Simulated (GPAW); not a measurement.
Here is a GPAW 26.7.0 calculation.

Contents of run.py:

```python
from ase import Atoms
from ase.dft.bandgap import bandgap
from ase.io import write
from ase.units import GPa
from gpaw import GPAW, PW

atoms = Atoms(['Se', 'Ti', 'Ti', 'Ti'],
              cell=[[3.1974455988, 0.0, 0.0],
                    [-1.5987227994, 2.7690691158, 0.0],
                    [0.0, 0.0, 7.942745]],
              scaled_positions=[[0.0, 0.0, 0.0],
                                [0.6666666667, 0.3333333333, 0.5],
                                [0.3333333333, 0.6666666667, 0.772902],
                                [0.3333333333, 0.6666666667, 0.227098]],
              pbc=True)

calc = GPAW(mode=PW(450),
            xc='PBE',
            kpts={'size': (8, 8, 3), 'gamma': True},
            occupations={'name': 'fermi-dirac', 'width': 0.05},
            nbands=39,
            maxiter=120,
            txt='gpaw.txt')
atoms.calc = calc
energy = atoms.get_potential_energy()
forces = atoms.get_forces()
stress = atoms.get_stress()
calc.write('gs.gpw')
write('result.traj', atoms)
print(f'Energy: {energy:.6f} eV')
print('Forces (eV/A):')
print(forces.round(4))
print('Stress (GPa):', (stress / GPa).round(3))
print('Fermi level:', round(calc.get_fermi_level(), 4), 'eV')
print(f'Gap: {bandgap(calc)[0]:.4f} eV, direct: {bandgap(calc, direct=True)[0]:.4f} eV')
```

Potentials or basis: GPAW PAW data sets (gpaw-data 1.2.1), pw.

Run with:

```console
$ OMP_NUM_THREADS=1 python run.py
```

Question: What does it give for the band gap on the k mesh?

Answer: None (metal or under the smearing width).

Question: Estimate the largest force.

Answer: 0.022 eV/Å.

Question: Predict the pressure.

Answer: 0.0 GPa.

Forces on the atoms (eV/Å):
```
Se   0.000  0.000  0.000
Ti   0.000  0.000  0.000
Ti   0.000  0.000 -0.022
Ti   0.000  0.000  0.022
```

Caveat: the cutoff is short for stress and forces, so pressures can be off by a GPa or more.
